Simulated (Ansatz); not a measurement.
# CH₄BFO: one species, many methods

How much do the methods differ for CH₄BFO? The plan is to run it at one geometry with functionals of several rungs and with coupled cluster, and see how far each lands from CCSD(T) at the basis-set limit for the atomisation energy.

Computed with Ansatz 0.2.0, Gaussian basis. Level: functionals in def2-TZVPP, the program's frozen cores in correlated methods.

The runs, in order: LDA (SPW92), PBE-D4, revPBE-D4, BLYP-D4, r2SCAN-D4, B97M-V, PBE0-D4, B3LYP-D4, r2SCANh-D4, r2SCAN0-D4, HSE06-D4, BHLYP-D4, CAM-B3LYP-D4, LC-ωPBE, ωB97X-V, ωB97M-V, B2PLYP, PBE-QIDH; CCSD(T)/def2-SVP; CCSD(T)/def2-TZVPP; MP2/def2-QZVPP; extrapolation to the limit; RPA on PBE.

1 further run of the same task is left out (it didn't finish).

## (1) The relaxed structure

An earlier PBE0-D4 in a triple-zeta def2 set relaxation fixed the geometry.

SMILES `BOCF`, 8 atoms, charge 0, spin multiplicity 1.

Atoms are counted from 1 here; the program's logs count them from 0.

Bond lengths: B1–O2 1.350 Å, B1–H5 1.201 Å, B1–H6 1.193 Å, O2–C3 1.389 Å, C3–F4 1.363 Å, C3–H7 1.095 Å, C3–H8 1.092 Å. Angles: O2–B1–H5 119.7°, O2–B1–H6 116.8°, H5–B1–H6 123.5°, B1–O2–C3 121.2°, O2–C3–F4 108.8°, O2–C3–H7 111.1°, O2–C3–H8 108.4°, F4–C3–H7 108.1°, F4–C3–H8 108.1°, H7–C3–H8 112.2°.

As a file:

```xyz
8

B    -0.8956    0.8075    0.5757
O     0.2088    0.0421    0.7043
C     0.7791   -0.5899   -0.3929
F     0.4248   -1.9061   -0.3758
H    -1.3699    0.9888   -0.5124
H    -1.3410    1.2832    1.5754
H     0.4205   -0.1526   -1.3305
H     1.8655   -0.5300   -0.2995
```

## (2) LDA

This LDA is Slater exchange with PW92 correlation.

in.yaml

```yaml
crystal:
  periodic: [false, false, false]
  atoms:
    - {symbol: B, position_ang: [-0.895606, 0.807452, 0.575661]}
    - {symbol: O, position_ang: [0.208753, 0.042087, 0.704346]}
    - {symbol: C, position_ang: [0.779096, -0.589925, -0.392857]}
    - {symbol: F, position_ang: [0.424820, -1.906086, -0.375825]}
    - {symbol: H, position_ang: [-1.369856, 0.988780, -0.512449]}
    - {symbol: H, position_ang: [-1.341009, 1.283194, 1.575408]}
    - {symbol: H, position_ang: [0.420494, -0.152564, -1.330534]}
    - {symbol: H, position_ang: [1.865506, -0.530039, -0.299548]}
basis:
  gaussian: {orbitals: def2-TZVPP}
hamiltonian: {xc: lda}
output: {orbitals: {seedname: orbitals}}
```

Launch:

```console
$ ansatz run in.yaml --threads 2 --pin off --events-out ev --progress --plain --max-ram 4352MiB
```

After this run come: PBE-D4 (GGA); revPBE-D4 (GGA); BLYP-D4 (GGA); r2SCAN-D4 (meta-GGA); B97M-V (meta-GGA); B3LYP-D4 (hybrid); r2SCANh-D4 (hybrid); r2SCAN0-D4 (hybrid); HSE06-D4 (hybrid); BHLYP-D4 (hybrid); CAM-B3LYP-D4 (range-separated); LC-ωPBE (range-separated); ωB97X-V (range-separated); ωB97M-V (range-separated); B2PLYP (double hybrid); PBE-QIDH (double hybrid); CCSD(T) in def2-SVP; CCSD(T) in def2-TZVPP; MP2 in def2-QZVPP; RPA on PBE orbitals.

Before running them: what should the planned runs give, taken together? Wanted: atomisation energy, CCSD(T)/CBS; farthest beyond LDA; mean size of error, GGA; mean size of error, meta-GGA; mean size of error, hybrid; mean size of error, range-separated; mean size of error, double hybrid; gap, smallest and largest; T1 diagnostic.

**Answer**, as computed:

| quantity | value |
| --- | --- |
| atomisation energy, CCSD(T)/CBS | 31.678 eV |
| functionals within 0.158 eV (0.5 %) | revPBE-D4, B97M-V, PBE0-D4, B3LYP-D4, r2SCANh-D4, HSE06-D4, LC-ωPBE, ωB97X-V, B2PLYP |
| farthest beyond LDA | BHLYP-D4 (-0.975 eV) |
| mean size of error, GGA | 0.368 eV |
| mean size of error, meta-GGA | 0.120 eV |
| mean size of error, hybrid | 0.288 eV |
| mean size of error, range-separated | 0.191 eV |
| mean size of error, double hybrid | 0.158 eV |
| gap, smallest and largest | 5.53 eV (LDA (SPW92)), 13.44 eV (LC-ωPBE) |
| T1 diagnostic | 0.0131 |
| triples share of the correlation energy | 3.3 % |

What this shows: The LDA atomisation energy is off by 5.040 eV (16 %): it overbinds. PBE-D4 misses by +0.810 eV. Double hybrids carry the basis error of their MP2 part in triple zeta, and no dispersion term here, so their miss is partly the set-up's. The rungs meta-GGA, double hybrid miss on average by less than the doubt on the reference (0.158 eV), so they tie. Misses under about 0.158 eV are within the doubt on the reference itself, which lacks core-valence correlation, relativity and higher excitations. Hartree-Fock recovers 74 % of the binding; the rest is correlation. CCSD(T) in def2-SVP is off by -1.393 eV, which most functionals beat. The gap grows from 5.5 to 13.4 eV across the functionals, mostly with the share of exact exchange.
